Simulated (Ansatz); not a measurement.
# Ge2H6: rigid torsion scan in Python

Wanted for Ge2H6: a rigid torsion scan. SMILES: [GeH3][GeH3].

Computed with the Python package of Ansatz 0.2.0. The levels of theory stand in the script.

## Step 1: The structure

Bond lengths: Ge1–Ge2 2.349 Å, Ge1–H3 1.524 Å, Ge1–H4 1.529 Å, Ge1–H5 1.578 Å, Ge2–H6 1.563 Å, Ge2–H7 1.579 Å, Ge2–H8 1.516 Å. Angles: Ge1–Ge2–H6 110.3°, Ge1–Ge2–H7 108.7°, Ge1–Ge2–H8 110.1°, H6–Ge2–H7 108.8°, H6–Ge2–H8 110.3°, H7–Ge2–H8 108.5°, Ge2–Ge1–H3 113.8°, Ge2–Ge1–H4 109.2°, Ge2–Ge1–H5 111.0°, H3–Ge1–H4 108.0°, H3–Ge1–H5 109.2°, H4–Ge1–H5 105.3°.

No structure file is read: the coordinates are typed or built in the script.

## Step 2: Script

torsion_ge2h6.py reads:

```python
"""Energy of Ge2H6 as one group turns about a bond."""

import ansatz
from ase import Atoms

atoms = Atoms(["Ge", "Ge", "H", "H", "H", "H", "H", "H"], positions=[
    [-0.5207, 0.2179, -1.0137],
    [0.5502, -0.2781, 1.0177],
    [-0.3701, -0.8707, -2.0691],
    [-2.0138, 0.425, -0.7584],
    [-0.0058, 1.587, -1.6046],
    [0.3219, 0.8757, 2.047],
    [2.0994, -0.4245, 0.7518],
    [0.0311, -1.5894, 1.5734],
])

# start the scan from a relaxed geometry
first = (
    ansatz.Crystal.molecule_from_ase(atoms).calculation()
    .basis(gaussian="def2-SVP")
    .functional("pbe0")
    .relax(force_tolerance=0.02, max_steps=80)
)
atoms.positions = first.run(threads=1).report["positions_ang"]

start = atoms.get_dihedral(5, 1, 0, 2)
energies = {}
for turn in range(0, 121, 15):
    turned = atoms.copy()
    turned.set_dihedral(5, 1, 0, 2, start + turn, indices=[0, 2, 3, 4])
    base = ansatz.Crystal.molecule_from_ase(turned).calculation()
    base = base.basis(gaussian="def2-SVP")
    base = base.correlation("MP2")
    energies[round((start + turn) % 360)] = base.run(threads=1).report["free_energy_ev"]
floor = min(energies.values())
print("dihedral H5-Ge1-Ge0-H2 (deg)   E - E(min) (eV)")
for angle, e in sorted(energies.items()):
    print(f"{angle:8d} {(e - floor):14.3f}  " + "#" * int(30 * (e - floor) / max(max(energies.values()) - floor, 1e-9)))
```

## Step 3: Launch

On the command line:

```console
> python torsion_ge2h6.py
```

Without the output at hand: what should come out? Wanted: range of energy; lowest point, turn.

**Answer**, as computed:

| quantity | value |
| --- | --- |
| runs compared | 9 |
| range of energy | 0.033 eV |
| lowest point, turn (°) | 0 |

What this shows: The lowest point lies at a turn of 0°, the highest 0.033 eV (3.2 kJ/mol) above it at 60°. The grid can miss the true lowest and highest points, and the rest of the molecule is held rigid. Run 0: After 3 moves the largest shift is 0.065 Å. The scan is rigid and the energies are electronic, in a modest basis. With rigid groups the curve can differ much from the relaxed path, the start wasn't checked as a minimum of this torsion, and equivalent turns needn't return to the same energy. The start is relaxed with a density functional and scanned with the wavefunction method, so it isn't exactly that method's minimum.
